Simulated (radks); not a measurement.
# Ionisation of Ag⁺: one atom, several choices of functional

One table from this session's results is given with a row withheld; the runs are named, their logs left out.

The numbers are computed with radks (a radial shooting solver on a logarithmic mesh, Libxc functionals) version 1 (scalar-relativistic Kohn-Sham, spin-unpolarised, spherical densities, finite nucleus), except any that are marked as measured or tabulated.

8 further runs of the same task are left out: 8 set aside as unsound or not needed.

### The atom as given

- element: silver (Z = 47)
- charge: +1
- electrons: 46
- configuration: [Kr] 4d10
- ion: Ag²⁺, [Kr] 4d9
- choices: MS2 meta-GGA; SCAN; TASK exchange with Perdew-Wang LDA correlation

The outer shells:

Ag⁺
```
[Kr] core
4d [↑↓][↑↓][↑↓][↑↓][↑↓]
```

Ag²⁺
```
[Kr] core
4d [↑↓][↑↓][↑↓][↑↓][↑ ]
```

The first run:

The run's settings:

```text
Z 47
configuration [Kr] 4d10
relativity scalar-relativistic
functional ms2,regtpss
spin unpolarised
nucleus finite rms 4.5454 fm
c 137.035999084
```

Steps of the session up to this table: MS2 meta-GGA: Ag⁺.

One table of the session follows, with a row left open; its other results are not shown here.

It belongs to the step «MS2 meta-GGA: Ag⁺». Radial moments (bohr):

| level | <r> | outermost maximum (interpolated) | 90 % within | nodes |
| --- | --- | --- | --- | --- |
| 2s | 0.1348 | 0.114 | 0.208 | 1 |
| 2p | 0.1177 | 0.0912 | 0.192 | 0 |
| 3s | 0.3674 | 0.332 | 0.541 | 2 |
| 3p | 0.3671 | 0.326 | 0.552 | 1 |
| 3d | 0.3459 | 0.274 | 0.547 | 0 |
| 4s | 0.9149 | 0.825 | 1.33 | 3 |
| 4p | ? | ? | ? | ? |
| 4d | 1.384 | 1.03 | 2.23 | 1 |

Q: Estimate the row for 4p from the others.

The run gave: <r>: 1.002; outermost maximum (interpolated): 0.880; 90 % within: 1.48; nodes: 2. In the column «<r>» it lies between 4s (0.9149) and 4d (1.384).

Limits of these values: Spin polarisation and multiplet splitting are left out, so open shells lie too high by an amount that depends on their filling.
